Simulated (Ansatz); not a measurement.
## LiPb, space group R-3m: relaxations under a series of pressures, step by step

Program: the Ansatz DFT code, driven from Python.

The cells in order, each with its output:

In [1]:
```python
import ansatz
import numpy as np
```

In [2]:
```python
def edges_and_angles(cell):
    cell = np.asarray(cell)
    a, b, c = np.linalg.norm(cell, axis=1)
    cosines = cell[1] @ cell[2] / (b * c), cell[0] @ cell[2] / (a * c), cell[0] @ cell[1] / (a * b)
    return (a, b, c, *np.degrees(np.arccos(cosines)))
```

In [3]:
```python
lattice = ansatz.Lattice.of(
    (2.4935, 1.4396229, 2.06266667),
    (-2.4935, 1.4396229, 2.06266667),
    (0.0, -2.87924579, 2.06266667),
)
sites = [
    ('Li', (0.5, 0.5, 0.5)),
    ('Pb', (0.0, 0.0, 0.0)),
]
xtal = ansatz.Crystal(lattice=lattice)
for symbol, position in sites:
    xtal = xtal.atom(symbol, position)
```

In [4]:
```python
setup = (
    xtal.calculation()
    .kpoints(mesh=(9, 9, 9))
    .functional('lda')
    .occupations('fermi_dirac', width=0.1)
    .scf(tolerance=1e-10)
    .pseudopotentials('paw', azcp={'folder': 'soft_1'})
)
```

In [5]:
```python
# H = F + PV, with 1 GPa A^3 = 1/160.21766 eV
rows = []
for pressure in [0, 10, 20, 30, 40]:
    res = setup.relax(cell=True, pressure=pressure).run()
    cell = res.lattice.cell_ang
    n_atoms = len(res.lattice.sites)
    volume = abs(np.linalg.det(cell)) / n_atoms
    enthalpy = res.report['free_energy_ev'] / n_atoms + pressure * volume / 160.21766
    rows.append((pressure, volume, enthalpy, *edges_and_angles(cell)))
    print(f'{pressure} GPa done: {volume:.4f} A^3/atom')
```
```text
DeckWarning: basis.ecutwfc = 420 eV, auto-derived from the records' recommended cutoffs: set by Li (normal level)
DeckWarning: soft_1/Li.paw.azcp: the record states the generating functional pbe (its physics header spells it `PBE`), which answers neither for hamiltonian.xc's functional nor for the lda family's — results may be inconsistent (PPs are generated against a specific XC)
DeckWarning: soft_1/Pb.paw.azcp: the record states the generating functional pbe (its physics header spells it `PBE`), which answers neither for hamiltonian.xc's functional nor for the lda family's — results may be inconsistent (PPs are generated against a specific XC)
0 GPa done: 20.6952 A^3/atom
10 GPa done: 17.4542 A^3/atom
20 GPa done: 15.7971 A^3/atom
30 GPa done: 14.6905 A^3/atom
40 GPa done: 13.8670 A^3/atom
```

In [6]:
```python
print(' P (GPa)  V (A^3/atom)  H (eV/atom)     a       b       c')
for row in rows:
    print('{:8.1f} {:12.4f} {:14.5f} {:7.4f} {:7.4f} {:7.4f}'.format(*row[:6]))
p, v = np.array([row[0] for row in rows], float), np.array([row[1] for row in rows])
print('mean bulk modulus between rows (GPa):', np.round(-np.diff(p) / np.diff(np.log(v)), 1))
```
```text
 P (GPa)  V (A^3/atom)  H (eV/atom)     a       b       c
     0.0      20.6952    -5903.22395  3.4591  3.4591  3.4591
    10.0      17.4542    -5902.04835  3.2682  3.2682  3.2682
    20.0      15.7971    -5901.01494  3.1613  3.1613  3.1613
    30.0      14.6905    -5900.06562  3.0857  3.0857  3.0857
    40.0      13.8670    -5899.17567  3.0269  3.0269  3.0269
mean bulk modulus between rows (GPa): [ 58.7 100.3 137.7 173.3]
```

The volume falls from 20.70 Å³ an atom at 0 GPa to 13.87 at 40 GPa, by 33.0 %. Between 0 and 10 GPa, -V dP/dV is about 59 GPa, a mean over that step.

Notes:
- Absolute energies stand on the zero of these potentials, so only differences at equal settings mean something.
- At a fixed pressure a relaxation lowers the enthalpy F + PV, while F alone can rise.
- The PAW files read here were made with PBE, not with each functional that runs on them.
- The cell relaxed to the group Pm-3m; tensors and edges are in the axes of the typed cell.
- Spin-orbit coupling, which matters for elements this heavy, is left out.
- The structure is a deposited one; some such entries were measured under pressure or heat, so a shift against it needn't be the functional's error alone.
- Warnings are shown shortened and without file and line.
- Symmetry holds the cell in this phase, whether or not it is the stable one at each pressure.
- Timing: 62 s on 1 thread of Intel(R) Xeon(R) Processor @ 2.30GHz, on a shared host, peak memory 0.54 GiB.
